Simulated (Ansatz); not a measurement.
Runs of Ansatz 0.2.0 on MnPt2. Symmetry: P-3m1, No. 164, trigonal system. Conventional cell: a = 2.858 Å, b = 2.858 Å, c = 6.533 Å, α = 90.00°, β = 90.00°, γ = 120.00°. Pt (site symmetry 3m) has 3 Mn at 2.64 Å and 9 Pt at 2.86 to 2.91 Å as nearest neighbours. Around Mn (site symmetry -3m) lie 6 Pt at 2.64 Å and 6 Mn at 2.86 Å. The cell comes from a database or a generator and needn't be the stable form of this composition.

```csv
task,level,potentials or basis,cell,cutoff (eV),basis error allowed,gap on the mesh (eV),pressure (GPa),moment (μB),largest force (eV/Å)
single point,PBE,"all-electron LAPW, scalar-relativistic",as given,282,0.001 eV/atom,none,-0.5,4.55,0.02
band structure,PBEsol,"all-electron LAPW, scalar-relativistic",as given,261,0.002 eV/atom,-,-9.2,4.51,0.03
single point,PBE,"all-electron LAPW, scalar-relativistic","atoms moved at random, drawn with an rms of 0.05 Å",303,0.001 eV/atom,none,-0.3,4.56,0.43
band structure,PBEsol,all-electron PAW datasets made for the crystal,as given,280,-,-,-9.2,4.51,0.03
band structure,PBEsol,"all-electron LAPW, inner shells corrected to Dirac's equation",as given,261,0.002 eV/atom,-,-9.1,4.51,0.03
band structure,PBEsol,"all-electron LAPW, non-relativistic",as given,261,0.002 eV/atom,-,(a),4.55,0.03
```

Alike in all rows: spin collinear, ferromagnetic start; k mesh 11 × 11 × 4; smearing fermi-dirac 0.05 eV.

Q: Fill in the values left out.

A: (a) 13.5.

Caveats: spin-orbit coupling is left out, which moves the levels of the heavy elements (some runs); relativity is left out, which matters for the heavier elements (some runs).

A k mesh can miss the band edges, and the runs leave out spin-orbit coupling on Pt.

A gap of «none» marks a metal or a gap under the smearing width.

The runs don't all hold the same shells in valence.
